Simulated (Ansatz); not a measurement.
# Cl3H2NSi: the cost of one run

Computed with Ansatz 0.2.0, Gaussian basis. Level: PBE0-D4, def2-SVP first, then def2-TZVP.

114 further runs of the same task are left out: 114 set aside as unsound or not needed. Runs told in other sessions of the task aren't counted.

**1. Starting geometry**

The guess: 7 atoms, charge 0, spin multiplicity 1.

Atoms are counted from 1 here; the program's logs count them from 0.

Bond lengths: Si1–N3 1.650 Å, Si1–Cl5 1.982 Å, Si1–Cl6 1.959 Å, N3–H4 1.188 Å, N3–H7 1.010 Å. Angles: N3–Si1–Cl5 126.8°, N3–Si1–Cl6 119.8°, Cl5–Si1–Cl6 113.3°, Si1–N3–H4 103.4°, Si1–N3–H7 126.0°, H4–N3–H7 116.5°.

Geometry (Å):

```
atom    x (Å)    y (Å)    z (Å)
 Si1  -0.2781   0.3607   0.7286
 Cl2   1.2907  -1.8673  -0.6905
  N3  -0.3817   0.3120  -0.9174
  H4   0.2407  -0.6589  -1.2032
 Cl5   0.6007   1.7615   1.8213
 Cl6  -1.1754  -1.0097   1.8028
  H7  -0.2969   1.1017  -1.5417
```

Distances that are to change: Cl2–H4 1.68 Å, Si1–Cl2 3.07 Å, N3–H4 1.19 Å.

**2. Constrained relaxation of the guess**

hold/in.yaml reads:

```yaml
crystal:
  periodic: [false, false, false]
  atoms:
    - {symbol: Si, position_ang: [-0.278100, 0.360700, 0.728600]}
    - {symbol: Cl, position_ang: [1.290700, -1.867300, -0.690500]}
    - {symbol: N, position_ang: [-0.381700, 0.312000, -0.917400]}
    - {symbol: H, position_ang: [0.240700, -0.658900, -1.203200]}
    - {symbol: Cl, position_ang: [0.600700, 1.761500, 1.821300]}
    - {symbol: Cl, position_ang: [-1.175400, -1.009700, 1.802800]}
    - {symbol: H, position_ang: [-0.296900, 1.101700, -1.541700]}
basis:
  gaussian: {orbitals: def2-SVP}
hamiltonian: {xc: pbe0, dispersion: d4}
relax: {f_tol: 0.04, max_steps: 150, escape_saddle: false, constraints: [{distance: [1, 3]}, {distance: [0, 1]}, {distance: [2, 3]}]}
```

Run with:

```
ansatz run in.yaml --threads 4 --pin off --events-out ev --progress --plain --max-ram 9574MiB
```

**Question.** How long does this run take on 4 threads of Arm Neoverse V2, shared host?

About 9 s.
